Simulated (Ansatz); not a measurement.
**C₂H₂F₂Ge: basis-set convergence**

The task here is to estimate one member of a computed series from the others.

Method: one geometry, several basis sets; program: Ansatz 0.2.0, Gaussian basis.

Levels to be run: PBE0-D4/def2-SVP; ωB97M-V/def2-SVP; PBE0-D4/def2-QZVPP; ωB97M-V/def2-QZVPP; the functionals' def2-TZVPP values are taken from earlier runs.

### The geometry

An earlier PBE0-D4 in a triple-zeta def2 set relaxation fixed the geometry.

SMILES `C#[C][GeH]([F])[F]`, 7 atoms, charge 0, spin multiplicity 1.

Atoms are counted from 1 here; the program's logs count them from 0.

Bond lengths: C1–C2 1.203 Å, C1–H6 1.067 Å, C2–Ge3 1.878 Å, Ge3–F4 1.720 Å, Ge3–F5 1.720 Å, Ge3–H7 1.522 Å. Angles: C2–C1–H6 179.4°, C1–C2–Ge3 177.9°, C2–Ge3–F4 108.2°, C2–Ge3–F5 108.2°, C2–Ge3–H7 116.9°, F4–Ge3–F5 104.9°, F4–Ge3–H7 108.9°, F5–Ge3–H7 108.9°.

The first run:

Input file in.yaml:

```yaml
crystal:
  periodic: [false, false, false]
  atoms:
    - {symbol: C, position_ang: [-0.066788, -0.660776, 1.918954]}
    - {symbol: C, position_ang: [-0.012456, -0.278031, 0.779260]}
    - {symbol: Ge, position_ang: [0.137553, 0.302029, -1.000640]}
    - {symbol: F, position_ang: [-1.026269, -0.544545, -1.942056]}
    - {symbol: F, position_ang: [-0.348375, 1.950128, -1.071908]}
    - {symbol: H, position_ang: [-0.124977, -0.997400, 2.929414]}
    - {symbol: H, position_ang: [1.502512, 0.160594, -1.658526]}
basis:
  gaussian: {orbitals: def2-SVP}
hamiltonian: {xc: pbe0, dispersion: d4}
output: {orbitals: {seedname: orbitals}}
```

Run with:

```console
$ ansatz run in.yaml --threads 4 --pin off --events-out ev --progress --plain --max-ram 10444MiB
```

Steps of the session up to this table: PBE0-D4 in def2-SVP; ωB97M-V in def2-SVP; PBE0-D4 in def2-QZVPP; ωB97M-V in def2-QZVPP.

One of the session's tables, all rows but one given; the rest of the session is left out.

It belongs to the step «Density functionals: the series». 

```
functional       basis  HOMO (eV)
   PBE0-D4    def2-SVP          ?
   PBE0-D4  def2-TZVPP      -9.13
   PBE0-D4  def2-QZVPP      -9.14
   ωB97M-V    def2-SVP     -11.33
   ωB97M-V  def2-TZVPP     -11.40
   ωB97M-V  def2-QZVPP     -11.42
```

**Question.** Estimate the row for PBE0-D4, def2-SVP.

The run gave: HOMO (eV): -9.08. In the column «HOMO (eV)» it is the highest.
